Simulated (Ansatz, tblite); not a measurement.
# C12H10S2: one state, many levels

The task here is to estimate one member of a computed series from the others.

Method: as each input shows; program: Ansatz 0.2.0, Gaussian basis.

Levels to be run: GFN1-xTB, GFN2-xTB, PBE-D4/def2-TZVP, r2SCAN-D4/def2-TZVP, r2SCAN0-D4/def2-TZVP, B3LYP-D4/def2-TZVP, PBE-D4/def2-SVP, PBE0-D4/def2-SVP, HF/STO-3G, MP2/def2-SVP.

5 further runs of the same task are left out: 5 that didn't finish.

## The geometry

The geometry is that of the singlet, from an earlier relaxation (r2SCAN-D4/def2-SVP).

24 atoms, charge 0, spin multiplicity 1.

Bond lengths: H1–C2 1.092 Å, C2–C3 1.348 Å, C2–H16 1.094 Å, C3–C4 1.449 Å, C3–H17 1.097 Å, C4–C5 1.393 Å, C4–S15 1.739 Å, C5–C6 1.406 Å, C5–H18 1.092 Å, C6–C7 1.396 Å, C6–H19 1.092 Å, C7–C8 1.438 Å, C7–S15 1.741 Å, C8–C9 1.363 Å, C8–H20 1.097 Å, C9–C10 1.437 Å, C9–H21 1.096 Å, C10–C11 1.391 Å and more. Angles: H1–C2–C3 120.7°, H1–C2–H16 117.2°, C3–C2–H16 122.1°, C2–C3–C4 125.9°, C2–C3–H17 118.5°, C4–C3–H17 115.6°, C3–C4–C5 130.3°, C3–C4–S15 119.8°, C5–C4–S15 109.9°, C4–C5–C6 113.7°, C4–C5–H18 122.6°, C6–C5–H18 123.7°, C5–C6–C7 113.6°, C5–C6–H19 123.6°, C7–C6–H19 122.8°, C6–C7–C8 130.6°, C6–C7–S15 109.7°, C8–C7–S15 119.7° and more.

PBE0-D4/def2-TZVP was run before; its log isn't repeated, and its numbers join the tables.

The first run:

Tight binding, by tblite at 300 K electronic temperature and without a spin-polarisation term:

```python
tblite.interface.Calculator('GFN1-xTB', numbers, positions, charge=0, uhf=0).singlepoint()
```

Tight binding, by tblite at 300 K electronic temperature and without a spin-polarisation term:

```python
tblite.interface.Calculator('GFN2-xTB', numbers, positions, charge=0, uhf=0).singlepoint()
```

start.molden holds the orbitals of an earlier run on this state, given as this run's starting guess.

in.yaml reads:

```yaml
crystal:
  periodic: [false, false, false]
  atoms:
    - {symbol: H, position_ang: [-6.773959, -0.298486, 0.459218]}
    - {symbol: C, position_ang: [-5.782546, -0.057914, 0.068666]}
    - {symbol: C, position_ang: [-4.671101, -0.453305, 0.720476]}
    - {symbol: C, position_ang: [-3.306878, -0.195017, 0.305813]}
    - {symbol: C, position_ang: [-2.816216, 0.488369, -0.804497]}
    - {symbol: C, position_ang: [-1.411856, 0.530754, -0.867734]}
    - {symbol: C, position_ang: [-0.784356, -0.121383, 0.195622]}
    - {symbol: C, position_ang: [0.611623, -0.299745, 0.491400]}
    - {symbol: C, position_ang: [1.644533, 0.165507, -0.265624]}
    - {symbol: C, position_ang: [3.044912, 0.000824, 0.010179]}
    - {symbol: C, position_ang: [4.108043, 0.468438, -0.755445]}
    - {symbol: C, position_ang: [5.378865, 0.143652, -0.217263]}
    - {symbol: C, position_ang: [5.288692, -0.569291, 0.957465]}
    - {symbol: S, position_ang: [3.649555, -0.850189, 1.412783]}
    - {symbol: S, position_ang: [-1.984398, -0.783635, 1.269172]}
    - {symbol: H, position_ang: [-5.737163, 0.512625, -0.864177]}
    - {symbol: H, position_ang: [-4.784685, -1.023214, 1.650838]}
    - {symbol: H, position_ang: [-3.470816, 0.945078, -1.549929]}
    - {symbol: H, position_ang: [-0.856960, 1.024411, -1.668272]}
    - {symbol: H, position_ang: [0.845101, -0.858599, 1.406319]}
    - {symbol: H, position_ang: [1.427825, 0.725181, -1.183213]}
    - {symbol: H, position_ang: [3.955405, 1.029749, -1.680186]}
    - {symbol: H, position_ang: [6.329542, 0.423873, -0.675421]}
    - {symbol: H, position_ang: [6.096818, -0.947694, 1.583821]}
basis:
  gaussian: {orbitals: def2-TZVP, initial_orbitals: start.molden}
hamiltonian: {xc: pbe, dispersion: d4}
scf: {omitted_lower_state_checks: [starts]}
output: {orbitals: {seedname: orbitals}}
```

The run is started by

```sh
ansatz run in.yaml --threads 4 --pin off --events-out ev --progress --plain --max-ram 6963MiB
```

Among the steps run: PBE-D4/def2-TZVP; r2SCAN-D4/def2-TZVP; r2SCAN0-D4/def2-TZVP; B3LYP-D4/def2-TZVP; PBE-D4/def2-SVP; PBE0-D4/def2-SVP; HF/STO-3G; MP2/def2-SVP.

One table of the session follows, with a row left open; its other results are not shown here.

It belongs to the step «Binding energy». 

| level | binding an atom (eV) |
| --- | --- |
| HF/STO-3G | 4.111 |
| HF/def2-SVP | 3.591 |
| PBE-D4/def2-SVP | 5.164 |
| PBE-D4/def2-TZVP | 5.106 |
| r2SCAN-D4/def2-TZVP | 4.940 |
| B3LYP-D4/def2-TZVP | 4.891 |
| PBE0-D4/def2-SVP | 5.043 |
| PBE0-D4/def2-TZVP | ? |
| r2SCAN0-D4/def2-TZVP | 4.847 |
| MP2/def2-SVP | 4.809 |

Q: Estimate the row for PBE0-D4/def2-TZVP from the others.

**Answer.** binding an atom (eV): 4.985. In the column «binding an atom (eV)» it lies between r2SCAN-D4/def2-TZVP (4.940) and PBE0-D4/def2-SVP (5.043).

Caveats from the session: Free atoms were run apart at each level; binding is atoms less cluster, divided by the number of atoms, without zero-point or spin-orbit terms.
